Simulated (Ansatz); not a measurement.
# C5H8AlN: up Jacob's ladder to CCSD(T)

The task here is to estimate one member of a computed series from the others.

Computed with Ansatz 0.2.0, Gaussian basis. Level: functionals in def2-TZVPP, the program's frozen cores in correlated methods.

Levels to be run: LDA (SPW92), PBE-D4, revPBE-D4, BLYP-D4, r2SCAN-D4, B97M-V, PBE0-D4, B3LYP-D4, r2SCANh-D4, r2SCAN0-D4, HSE06-D4, BHLYP-D4, CAM-B3LYP-D4, LC-ωPBE, ωB97X-V, ωB97M-V, B2PLYP, PBE-QIDH; CCSD(T)/def2-SVP; MP2/def2-TZVPP; MP2/def2-QZVPP; RPA on PBE.

## The geometry

All runs share one geometry, relaxed beforehand with PBE0-D4 in a triple-zeta def2 set.

SMILES `[AlH3-][n+]1ccccc1`, 15 atoms, charge 0, spin multiplicity 1.

Atoms are counted from 1 here; the program's logs count them from 0.

Bond lengths: Al1–N2 2.031 Å, Al1–H8 1.606 Å, Al1–H9 1.606 Å, Al1–H10 1.604 Å, N2–C3 1.334 Å, N2–C7 1.334 Å, C3–C4 1.381 Å, C3–H11 1.084 Å, C4–C5 1.385 Å, C4–H12 1.082 Å, C5–C6 1.385 Å, C5–H13 1.084 Å, C6–C7 1.381 Å, C6–H14 1.082 Å, C7–H15 1.084 Å. Angles: N2–Al1–H8 99.4°, N2–Al1–H9 99.4°, N2–Al1–H10 101.4°, H8–Al1–H9 118.6°, H8–Al1–H10 116.2°, H9–Al1–H10 116.2°, Al1–N2–C3 120.4°, Al1–N2–C7 120.3°, C3–N2–C7 119.3°, N2–C3–C4 122.1°, N2–C3–H11 115.7°, C4–C3–H11 122.2°, C3–C4–C5 118.7°, C3–C4–H12 119.8°, C5–C4–H12 121.5°, C4–C5–C6 119.0°, C4–C5–H13 120.5°, C6–C5–H13 120.5° and more.

Set-up of the first run:

File in.yaml:

```yaml
crystal:
  periodic: [false, false, false]
  atoms:
    - {symbol: Al, position_ang: [-0.718504, 0.398420, 2.455990]}
    - {symbol: N, position_ang: [-0.135525, 0.107813, 0.531843]}
    - {symbol: C, position_ang: [0.883502, -0.706418, 0.251786]}
    - {symbol: C, position_ang: [1.277756, -0.970368, -1.045326]}
    - {symbol: C, position_ang: [0.591856, -0.365071, -2.085785]}
    - {symbol: C, position_ang: [-0.463457, 0.483081, -1.791716]}
    - {symbol: C, position_ang: [-0.795426, 0.695027, -0.467955]}
    - {symbol: H, position_ang: [-1.308255, 1.886404, 2.330076]}
    - {symbol: H, position_ang: [0.693322, 0.190511, 3.191778]}
    - {symbol: H, position_ang: [-1.794977, -0.776526, 2.642457]}
    - {symbol: H, position_ang: [1.386594, -1.141876, 1.107738]}
    - {symbol: H, position_ang: [2.110361, -1.636665, -1.229454]}
    - {symbol: H, position_ang: [0.878856, -0.549476, -3.114428]}
    - {symbol: H, position_ang: [-1.023917, 0.979595, -2.573024]}
    - {symbol: H, position_ang: [-1.604185, 1.354748, -0.174583]}
basis:
  gaussian: {orbitals: def2-TZVPP}
hamiltonian: {xc: lda}
output: {orbitals: {seedname: orbitals}}
```

Command:

```bash
$ ansatz run in.yaml --threads 4 --pin off --events-out ev --progress --plain --max-ram 11315MiB
```

Among the steps run: LDA; PBE-D4 (GGA); revPBE-D4 (GGA); BLYP-D4 (GGA); r2SCAN-D4 (meta-GGA); B97M-V (meta-GGA); B3LYP-D4 (hybrid); r2SCANh-D4 (hybrid); r2SCAN0-D4 (hybrid); HSE06-D4 (hybrid); BHLYP-D4 (hybrid); CAM-B3LYP-D4 (range-separated); LC-ωPBE (range-separated); ωB97X-V (range-separated); ωB97M-V (range-separated); B2PLYP (double hybrid); PBE-QIDH (double hybrid).

One of the session's tables, all rows but one given; the rest of the session is left out.

It belongs to the step «Frontier levels by functional». 

```
  functional  HOMO (eV)  LUMO (eV)  gap (eV)
 LDA (SPW92)      -5.92      -3.26      2.67
      PBE-D4      -5.87      -3.04      2.83
   revPBE-D4      -5.83      -2.95      2.88
     BLYP-D4      -5.76      -2.88      2.88
   r2SCAN-D4      -6.16      -2.91      3.24
      B97M-V      -6.26      -2.87      3.38
     PBE0-D4      -7.08      -2.14      4.94
    B3LYP-D4          ?          ?         ?
  r2SCANh-D4      -6.60      -2.58      4.02
  r2SCAN0-D4      -7.27      -2.08      5.19
    HSE06-D4      -6.67      -2.52      4.16
    BHLYP-D4      -8.24      -1.10      7.15
CAM-B3LYP-D4      -8.46      -1.04      7.42
     LC-ωPBE      -9.85      -0.03      9.82
     ωB97X-V      -9.51      -0.03      9.48
     ωB97M-V      -9.29      -0.08      9.21
```

**Question.** Estimate the row for B3LYP-D4.

Worked estimate for «HOMO (eV)». Against the share of exact exchange, BLYP-D4 (0, -5.76), BHLYP-D4 (0.5, -8.24) give a slope of -4.96 per unit share; at 0.2 the line stands at -6.75.

As computed: HOMO (eV): -6.89; LUMO (eV): -2.33; gap (eV): 4.56. In «HOMO (eV)» the line misses by +0.14.
